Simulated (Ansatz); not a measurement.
# CH6ClFSi2, SMILES C[SiH](Cl)[SiH2]F: a ladder of methods at one geometry

With the Ansatz DFT code, driven from Python.

The cells in order, each with its output:

In [1]:
```python
from pathlib import Path

import ansatz as az
import numpy as np
```

In [2]:
```python
mol = (
    az.Crystal.molecule()
    .atom("C", (-1.1606, -0.8224, 0.9014))
    .atom("Si", (0.4334, 0.0388, 0.7117))
    .atom("Cl", (1.8664, -1.3077, 1.2097))
    .atom("Si", (0.7862, 0.7857, -1.4611))
    .atom("F", (-0.4621, 1.7875, -1.87))
    .atom("H", (-1.3065, -1.6206, 0.2166))
    .atom("H", (-1.334, -1.1367, 1.9155))
    .atom("H", (-1.9865, -0.0668, 0.6562))
    .atom("H", (0.5584, 1.1812, 1.727))
    .atom("H", (2.0168, 1.4756, -1.6031))
    .atom("H", (0.6539, -0.3716, -2.3834))
)
```

In [3]:
```python
calculation = (
    mol.calculation()
    .basis(gaussian="def2-SVP")
    .accuracy("high")
)
```

In [4]:
```python
print("functional    E (Ha)        dipole (D)   HOMO (eV)  LUMO (eV)")
for name in ["b3lyp", "pbe0", "lc_wpbe", "lda", "r2scan0"]:
    report = calculation.functional(name).forces().orbitals().run(runs_dir="runs").report
    lines = Path(report["orbitals_path"]).read_text().splitlines()
    field_of = lambda key: [line.split("=")[1].strip() for line in lines if line.startswith(key)]
    orbitals = [(27.211386 * float(e), s, float(n)) for e, s, n in zip(field_of("Ene="), field_of("Spin="), field_of("Occup="))]
    homo = max(e for e, _, n in orbitals if n > 0.5)
    lumo = min(e for e, _, n in orbitals if n < 0.5)
    dipole = 4.803205 * np.linalg.norm(report["charge_distribution"]["dipole_moment_e_ang"])
    print(f"{name:10s} {report['free_energy_ev'] / 27.211386246:14.6f} {dipole:9.3f} {homo:11.3f} {lumo:10.3f}")
```
```text
functional    E (Ha)        dipole (D)   HOMO (eV)  LUMO (eV)
b3lyp        -1180.461385     0.577      -7.725     -0.825
pbe0         -1179.867227     0.598      -7.983     -0.728
lc_wpbe      -1180.021700     0.561     -10.585      1.533
lda          -1175.547045     0.696      -6.731     -1.788
r2scan0      -1180.235599     0.586      -8.205     -0.612
```

What to keep in mind:
- The settings weren't tested for convergence.
- The geometry is a force-field or estimated start, not a minimum of this method, and the basis set is short of its limit. A lower total doesn't mark the better method: functionals have no common bound, and MP2 and coupled cluster aren't variational.
- b3lyp holds the VWN-RPA fit, as in Gaussian; the form of ORCA and Turbomole is b3lyp5.
- Levels such as HOMO and LUMO are orbital energies: with these approximate functionals they aren't the ionisation energy and electron affinity, and their gap isn't the fundamental gap.
- Timing: 70 s on 1 thread of Intel(R) Xeon(R) 6975P-C (Granite Rapids) (shared host), peak memory 0.61 GiB.

(Lines on the test bed's own set-up are left out of the output.)
